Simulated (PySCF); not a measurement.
# C3BN3 (SMILES N#CB(C#N)C#N): HF/6-31G(d) (spherical functions)

We compute a geometry optimisation of C3BN3. The job is set up through a Python script.

Program for the calculation: PySCF 2.14.0.

1 further run of the same task is left out (set aside as unsound or not needed).

## (1) The structure to begin with

C3BN3: 7 atoms, total charge 0, spin state singlet. As SMILES, `N#CB(C#N)C#N`. The coordinates come from a PBE0-D4/def2-TZVP relaxation. The run starts from this shape.

Bond lengths: N1–C2 1.153 Å, C2–B3 1.519 Å, B3–C4 1.519 Å, C4–N5 1.153 Å, B3–C6 1.519 Å, C6–N7 1.153 Å. Angles: N1–C2–B3 180.0°, C2–B3–C4 120.0°, C2–B3–C6 120.0°, C4–B3–C6 120.0°, B3–C4–N5 180.0°, B3–C6–N7 180.0°.

## (2) A structure relaxation at HF/6-31G(d) (spherical functions)

job.py reads:

```python
from pyscf import gto, scf
from pyscf.geomopt.geometric_solver import kernel as optimise

molecule = gto.M(
    atom=[
    ('N', (1.190800, -2.122900, 1.122800)),
    ('C', (0.680800, -1.211200, 0.635600)),
    ('B', (0.008700, -0.009700, -0.006500)),
    ('C', (-1.173300, -0.209300, -0.939600)),
    ('N', (-2.070100, -0.360700, -1.647700)),
    ('C', (0.518700, 1.391400, 0.284500)),
    ('N', (0.905600, 2.454400, 0.505200)),
],
    spin=0,
    verbose=3,
    max_memory=1860,
    basis='6-31g*',
    charge=0,
)

hf = scf.RHF(molecule)
hf.conv_tol = 1e-10
converged, mol_eq = optimise(hf, maxsteps=60, convergence_set='GAU_TIGHT')
print('converged:', converged)
print(mol_eq.tostring())

hf.reset(mol_eq)
molecule = mol_eq
hf.kernel()
if not hf.converged:
    hf = hf.newton().run(hf.mo_coeff, hf.mo_occ)
etot = hf.e_tot
print('E(%s) = %.9f' % ('HF', etot))
```

The run is started by

```
$ OMP_NUM_THREADS=1 python job.py
```

The log of the run:

```text
convergence_set           GAU_TIGHT
maxiter                   60
----------------------------------------------------------
Custom engine selected.
Bonds will be generated from interatomic distances less than 1.20 times sum of covalent radii
21 internal coordinates being used (instead of 21 Cartesians)
Internal coordinate system (atoms numbered from 1):
Distance 1-2
Distance 2-3
Distance 3-4
Distance 3-6
Distance 4-5
Distance 6-7
Angle 2-3-6
Angle 4-3-6
LinearAngleX 1-2-3
LinearAngleY 1-2-3
LinearAngleX 3-4-5
LinearAngleY 3-4-5
LinearAngleX 3-6-7
LinearAngleY 3-6-7
Out-of-Plane 3-2-4-6
Translation-X 1-7
Translation-Y 1-7
Translation-Z 1-7
Rotation-A 1-7
Rotation-B 1-7
Rotation-C 1-7
> ===== Optimization Info: ====
> Job type: Energy minimization
> Maximum number of optimization cycles: 60
> Initial / maximum trust radius (Angstrom): 0.100 / 0.300
> Convergence Criteria:
> Will converge when all 5 criteria are reached:
>  |Delta-E| < 1.00e-06
>  RMS-Grad  < 1.00e-05
>  Max-Grad  < 1.50e-05
>  RMS-Disp  < 4.00e-05
>  Max-Disp  < 6.00e-05
> === End Optimization Info ===

Geometry optimization cycle 1
Cartesian coordinates (Angstrom)
 Atom        New coordinates             dX        dY        dZ
   N   1.190800  -2.122900   1.122800    0.000000  0.000000  0.000000
   C   0.680800  -1.211200   0.635600    0.000000  0.000000  0.000000
   B   0.008700  -0.009700  -0.006500    0.000000  0.000000  0.000000
   C  -1.173300  -0.209300  -0.939600    0.000000  0.000000  0.000000
   N  -2.070100  -0.360700  -1.647700    0.000000  0.000000  0.000000
   C   0.518700   1.391400   0.284500    0.000000  0.000000  0.000000
   N   0.905600   2.454400   0.505200    0.000000  0.000000  0.000000

WARN: Mole.unit (angstrom) is changed to Bohr

converged SCF energy = -301.626927685664
--------------- RHF_Scanner gradients ---------------
         x                y                z
0 N     0.0185564240    -0.0331719052     0.0177261638
1 C    -0.0233787379     0.0417920312    -0.0223338479
2 B    -0.0000159935    -0.0000340104    -0.0000105337
3 C     0.0410311908     0.0069166323     0.0324010894
4 N    -0.0325567191    -0.0054940713    -0.0257093813
5 C    -0.0176026070    -0.0483862774    -0.0100389140
6 N     0.0139664427     0.0383776009     0.0079654237
----------------------------------------------
cycle 1: E = -301.626927686  dE = -301.627  norm(grad) = 0.116475
Step    0 : Gradient = 4.402e-02/5.284e-02 (rms/max) Energy = -301.6269276857
Hessian Eigenvalues: 4.50000e-02 5.00000e-02 5.00000e-02 ... 1.32709e+00 1.32734e+00 1.32796e+00

Geometry optimization cycle 2
Cartesian coordinates (Angstrom)
 Atom        New coordinates             dX        dY        dZ
   N   1.191806  -2.124638   1.123811    0.001006 -0.001738  0.001011
   C   0.689217  -1.226190   0.643619    0.008417 -0.014990  0.008019
   B   0.008751  -0.009745  -0.006562    0.000051 -0.000045 -0.000062
   C  -1.188018  -0.211746  -0.951250   -0.014718 -0.002446 -0.011650
   N  -2.071882  -0.360916  -1.649053   -0.001782 -0.000216 -0.001353
   C   0.525014   1.408763   0.288082    0.006314  0.017363  0.003582
   N   0.906312   2.456473   0.505653    0.000712  0.002073  0.000453
converged SCF energy = -301.629263647534
--------------- RHF_Scanner gradients ---------------
         x                y                z
0 N    -0.0018196413     0.0032523179    -0.0017395779
1 C     0.0022998455    -0.0041055715     0.0022024820
2 B     0.0000015446    -0.0000035210    -0.0000137352
3 C    -0.0040361051    -0.0006787201    -0.0031777613
4 N     0.0031912835     0.0005387997     0.0025165432
5 C     0.0017285280     0.0047470577     0.0009927224
6 N    -0.0013654552    -0.0037503626    -0.0007806733
----------------------------------------------
cycle 2: E = -301.629263648  dE = -0.00233596  norm(grad) = 0.0114287
Step    1 : Displace = 1.246e-02/1.897e-02 (rms/max) Trust = 1.000e-01 (=) Grad = 4.320e-03/5.196e-03 (rms/max) E (change) = -301.6292636475 (-2.336e-03) Quality = 0.913
Hessian Eigenvalues: 4.50000e-02 5.00000e-02 5.00000e-02 ... 1.32721e+00 1.32773e+00 1.42808e+00

Geometry optimization cycle 3
Cartesian coordinates (Angstrom)
 Atom        New coordinates             dX        dY        dZ
   N   1.191726  -2.124496   1.123600   -0.000079  0.000142 -0.000211
   C   0.688416  -1.224836   0.642900   -0.000801  0.001355 -0.000719
   B   0.008626  -0.009696  -0.006377   -0.000125  0.000050  0.000185
   C  -1.186683  -0.211534  -0.950162    0.001335  0.000212  0.001088
   N  -2.071623  -0.360949  -1.648973    0.000259 -0.000033  0.000080
   C   0.524428   1.407225   0.287780   -0.000586 -0.001538 -0.000302
   N   0.906309   2.456286   0.505532   -0.000003 -0.000187 -0.000121
converged SCF energy = -301.629285454934
--------------- RHF_Scanner gradients ---------------
         x                y                z
0 N     0.0000885985    -0.0001586415     0.0000855148
1 C    -0.0000676790     0.0001281485    -0.0000776669
2 B    -0.0000179277     0.0000044083     0.0000185840
3 C     0.0001321971     0.0000169412     0.0000950081
4 N    -0.0001547097    -0.0000250964    -0.0001228682
5 C    -0.0000453928    -0.0001470907    -0.0000359374
6 N     0.0000649138     0.0001813306     0.0000373657
----------------------------------------------
cycle 3: E = -301.629285455  dE = -2.18074e-05  norm(grad) = 0.000444949
Step    2 : Displace = 1.137e-03/1.735e-03 (rms/max) Trust = 1.414e-01 (+) Grad = 1.682e-04/2.008e-04 (rms/max) E (change) = -301.6292854549 (-2.181e-05) Quality = 0.970
Hessian Eigenvalues: 4.50164e-02 5.00000e-02 5.00000e-02 ... 1.32721e+00 1.32773e+00 1.50385e+00

Geometry optimization cycle 4
Cartesian coordinates (Angstrom)
 Atom        New coordinates             dX        dY        dZ
   N   1.191473  -2.124351   1.123827   -0.000253  0.000144  0.000226
   C   0.688463  -1.224787   0.642800    0.000047  0.000048 -0.000100
   B   0.009070  -0.009760  -0.006938    0.000444 -0.000064 -0.000560
   C  -1.186569  -0.211518  -0.950211    0.000114  0.000017 -0.000049
   N  -2.071740  -0.360881  -1.648627   -0.000117  0.000069  0.000346
   C   0.524461   1.407136   0.287679    0.000033 -0.000089 -0.000101
   N   0.906042   2.456161   0.505770   -0.000268 -0.000125  0.000238
converged SCF energy = -301.629285467035
--------------- RHF_Scanner gradients ---------------
         x                y                z
0 N    -0.0000004734     0.0000038939    -0.0000048944
1 C    -0.0000204940     0.0000052825     0.0000250926
2 B     0.0000544923    -0.0000057389    -0.0000702147
3 C    -0.0000189196     0.0000031452     0.0000285560
4 N     0.0000065938     0.0000007200    -0.0000001033
5 C    -0.0000211951    -0.0000025649     0.0000255567
6 N    -0.0000000041    -0.0000047379    -0.0000039928
----------------------------------------------
cycle 4: E = -301.629285467  dE = -1.21009e-08  norm(grad) = 0.000106883
Step    3 : Displace = 3.746e-04/7.175e-04 (rms/max) Trust = 2.000e-01 (+) Grad = 4.040e-05/8.906e-05 (rms/max) E (change) = -301.6292854670 (-1.210e-08) Quality = 0.196
Hessian Eigenvalues: 5.00000e-02 5.00000e-02 5.00000e-02 ... 1.13207e+00 1.32721e+00 1.32774e+00

Geometry optimization cycle 5
Cartesian coordinates (Angstrom)
 Atom        New coordinates             dX        dY        dZ
   N   1.191570  -2.124353   1.123681    0.000097 -0.000002 -0.000146
   C   0.688428  -1.224783   0.642836   -0.000035  0.000005  0.000036
   B   0.008838  -0.009732  -0.006647   -0.000231  0.000028  0.000291
   C  -1.186595  -0.211516  -0.950172   -0.000027  0.000002  0.000040
   N  -2.071618  -0.360898  -1.648749    0.000122 -0.000017 -0.000123
   C   0.524429   1.407142   0.287717   -0.000031  0.000006  0.000038
   N   0.906148   2.456139   0.505634    0.000106 -0.000022 -0.000136
converged SCF energy = -301.629285497498
--------------- RHF_Scanner gradients ---------------
         x                y                z
0 N    -0.0000189268     0.0000347351    -0.0000194755
1 C     0.0000095965    -0.0000259305     0.0000225710
2 B     0.0000163078    -0.0000017077    -0.0000216430
3 C    -0.0000332419    -0.0000036109    -0.0000120218
4 N     0.0000350950     0.0000059118     0.0000253953
5 C     0.0000051639     0.0000301015     0.0000145651
6 N    -0.0000139944    -0.0000394993    -0.0000093911
----------------------------------------------
cycle 5: E = -301.629285497  dE = -3.04632e-08  norm(grad) = 0.000100591
Step    4 : Displace = 1.841e-04/3.726e-04 (rms/max) Trust = 1.873e-04 (-) Grad = 3.802e-05/4.409e-05 (rms/max) E (change) = -301.6292854975 (-3.046e-08) Quality = 0.792
Hessian Eigenvalues: 5.00000e-02 5.00000e-02 5.00000e-02 ... 1.21705e+00 1.32721e+00 1.32774e+00

Geometry optimization cycle 6
Cartesian coordinates (Angstrom)
 Atom        New coordinates             dX        dY        dZ
   N   1.191630  -2.124404   1.123629    0.000061 -0.000050 -0.000052
   C   0.688419  -1.224802   0.642860   -0.000009 -0.000019  0.000024
   B   0.008731  -0.009711  -0.006509   -0.000107  0.000020  0.000138
   C  -1.186625  -0.211523  -0.950169   -0.000030 -0.000007  0.000002
   N  -2.071603  -0.360927  -1.648837    0.000015 -0.000029 -0.000087
   C   0.524427   1.407179   0.287741   -0.000002  0.000037  0.000024
   N   0.906221   2.456188   0.505584    0.000073  0.000049 -0.000050
converged SCF energy = -301.629285502213
--------------- RHF_Scanner gradients ---------------
         x                y                z
0 N     0.0000103098    -0.0000181317     0.0000096983
1 C    -0.0000068756     0.0000118290    -0.0000077708
2 B    -0.0000018111     0.0000009553     0.0000018926
3 C     0.0000121398     0.0000006962     0.0000097875
4 N    -0.0000172938    -0.0000026536    -0.0000145607
5 C    -0.0000039376    -0.0000135594    -0.0000030165
6 N     0.0000074685     0.0000208642     0.0000039696
----------------------------------------------
cycle 6: E = -301.629285502  dE = -4.71516e-09  norm(grad) = 4.75559e-05
Step    5 : Displace = 9.472e-05/1.763e-04 (rms/max) Trust = 2.649e-04 (+) Grad = 1.797e-05/2.300e-05 (rms/max) E (change) = -301.6292855022 (-4.715e-09) Quality = 0.657
Hessian Eigenvalues: 5.00000e-02 5.00000e-02 5.00000e-02 ... 1.32721e+00 1.32773e+00 1.49074e+00

Geometry optimization cycle 7
Cartesian coordinates (Angstrom)
 Atom        New coordinates             dX        dY        dZ
   N   1.191623  -2.124383   1.123634   -0.000007  0.000021  0.000006
   C   0.688420  -1.224792   0.642856    0.000001  0.000010 -0.000004
   B   0.008742  -0.009718  -0.006526    0.000011 -0.000007 -0.000017
   C  -1.186616  -0.211517  -0.950169    0.000010  0.000006  0.000001
   N  -2.071597  -0.360915  -1.648819    0.000005  0.000012  0.000018
   C   0.524422   1.407162   0.287735   -0.000005 -0.000017 -0.000007
   N   0.906206   2.456164   0.505588   -0.000014 -0.000024  0.000004
converged SCF energy = -301.629285503021
--------------- RHF_Scanner gradients ---------------
         x                y                z
0 N    -0.0000003540     0.0000004083     0.0000002007
1 C     0.0000003866     0.0000001268    -0.0000002214
2 B     0.0000000479    -0.0000000331    -0.0000004857
3 C    -0.0000001662    -0.0000000262     0.0000003177
4 N     0.0000002912     0.0000003167     0.0000002072
5 C     0.0000002918    -0.0000004231    -0.0000000767
6 N    -0.0000004972    -0.0000003693     0.0000000582
----------------------------------------------
cycle 7: E = -301.629285503  dE = -8.08313e-10  norm(grad) = 1.3418e-06
Step    6 : Displace = 2.029e-05/2.864e-05 (rms/max) Trust = 2.649e-04 (=) Grad = 5.072e-07/6.221e-07 (rms/max) E (change) = -301.6292855030 (-8.083e-10) Quality = 0.957
Hessian Eigenvalues: 5.00000e-02 5.00000e-02 5.00000e-02 ... 1.32721e+00 1.32773e+00 1.49074e+00
Converged! =D

converged: True
N           1.19162310       -2.12438273        1.12363448
C           0.68841958       -1.22479220        0.64285612
B           0.00874161       -0.00971790       -0.00652564
C          -1.18661551       -0.21151711       -0.95016890
N          -2.07159742       -0.36091538       -1.64881898
C           0.52442237        1.40716156        0.28773473
N           0.90620627        2.45616375        0.50558819
converged SCF energy = -301.629285503024
E(HF) = -301.629285503
```

Run time: 50 s. Hardware: 1 thread of Arm Neoverse V2, shared host; peak memory 0.22 GiB.

The path in brief:

```
step  energy from the first frame kept (eV)  largest force (eV/Å)
   0                                 0.0000                2.7171
   1                                -0.0636                0.2672
   2                                -0.0642                0.0103
   3                                -0.0642                0.0046
   4                                -0.0642                0.0023
   5                                -0.0642                0.0012
   6                                -0.0642                0.0000
```

After the run. Bond lengths: N1–C2 1.137 Å, C2–B3 1.536 Å, B3–C4 1.536 Å, C4–N5 1.137 Å, B3–C6 1.536 Å, C6–N7 1.137 Å. Angles: N1–C2–B3 180.0°, C2–B3–C4 120.0°, C2–B3–C6 120.0°, C4–B3–C6 120.0°, B3–C4–N5 180.0°, B3–C6–N7 180.0°.

## (3) Outcome

At HF/6-31G* (spherical functions):

| quantity | value |
| --- | --- |
| total energy at the end | -301.62929 Eh |
| dipole moment | 0.00 D |
| HOMO energy | -14.18 eV |
| LUMO energy | -1.46 eV |
| HOMO–LUMO gap | 12.72 eV |

What this shows: At the final geometry: Bond lengths: N1–C2 1.137 Å, C2–B3 1.536 Å, B3–C4 1.536 Å, C4–N5 1.137 Å, B3–C6 1.536 Å, C6–N7 1.137 Å. Angles: N1–C2–B3 180.0°, C2–B3–C4 120.0°, C2–B3–C6 120.0°, C4–B3–C6 120.0°, B3–C4–N5 180.0°, B3–C6–N7 180.0°. The optimisation took 6 steps and changed the energy by -0.064 eV.
